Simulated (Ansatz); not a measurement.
Working through cell relaxations under several functionals of SiC, space group P6_3mc

With Ansatz's Python interface.

At the Python prompt:
```pycon
>>> import warnings
>>> import ansatz as az
>>> import numpy as np
>>> def edges_and_angles(cell):
...     cell = np.asarray(cell)
...     a, b, c = np.linalg.norm(cell, axis=1)
...     cosines = cell[1] @ cell[2] / (b * c), cell[0] @ cell[2] / (a * c), cell[0] @ cell[1] / (a * b)
...     return (a, b, c, *np.degrees(np.arccos(cosines)))
...
>>> warnings.simplefilter("ignore", az.DeckWarning)
>>> cell = (
...     az.Lattice.of((3.076, 0.0, 0.0), (-1.538, 2.663894, 0.0), (0.0, 0.0, 5.048))
...     .atom("Si", (1 / 3, 2 / 3, 0.0))
...     .atom("Si", (2 / 3, 1 / 3, 0.5))
...     .atom("C", (1 / 3, 2 / 3, 0.385))
...     .atom("C", (2 / 3, 1 / 3, 0.885))
... )
>>> setup = (
...     cell.calculation()
...     .basis(17 * az.Ha)
...     .kpoints(6, 6, 4, center="gamma")
...     .occupations("Fermi-Dirac", width=0.02)
...     .relax(cell=True, force_tolerance=0.03)
... )
>>> levels = [("r2scan", "none"), ("lda", "none"), ("r2scan", "d4")]
>>> print("level            a       b       c    alpha   beta  gamma  V/atom  steps")
level            a       b       c    alpha   beta  gamma  V/atom  steps
>>> for name, dispersion in levels:
...     seen = []
...     run = setup.functional(name, dispersion=dispersion).session().plan()
...     outcome = run.execute(on_event=lambda e: seen.append(e) if e["event"] == "relax_step" else None)
...     cell = outcome.lattice.cell_ang
...     label = name if dispersion == "none" else f"{name}+{dispersion}"
...     print("{:13s} {:7.4f} {:7.4f} {:7.4f} {:6.2f} {:6.2f} {:6.2f}".format(label, *edges_and_angles(cell)), f"{abs(np.linalg.det(cell)) / len(outcome.lattice.sites):7.3f} {len(seen):5d}")
...
r2scan         3.0757  3.0757  5.0470  90.00  90.00 120.00  10.337     7
lda            3.0569  3.0569  5.0148  90.00  90.00 120.00  10.146     6
r2scan+d4      3.0690  3.0690  5.0357  90.00  90.00 120.00  10.269     6
```

From smallest to largest: LDA (10.15 Å³ an atom, -1.9 % against the start), r2SCAN+D4 (10.27 Å³ an atom, -0.7 % against the start) and r2SCAN (10.34 Å³ an atom, +0.0 % against the start). The spread is 1.9 % in volume.

What to keep in mind:
- The cutoff lies under the one recommended for these potentials in some of the runs.
- The structure is a deposited one; some such entries were measured under pressure or heat, so a shift against it needn't be the functional's error alone.
- The script silences the warnings on its input, which a real study should read.
- Run time: 42 s on 1 thread of Arm Neoverse V1, on a shared host, peak memory 0.48 GiB.
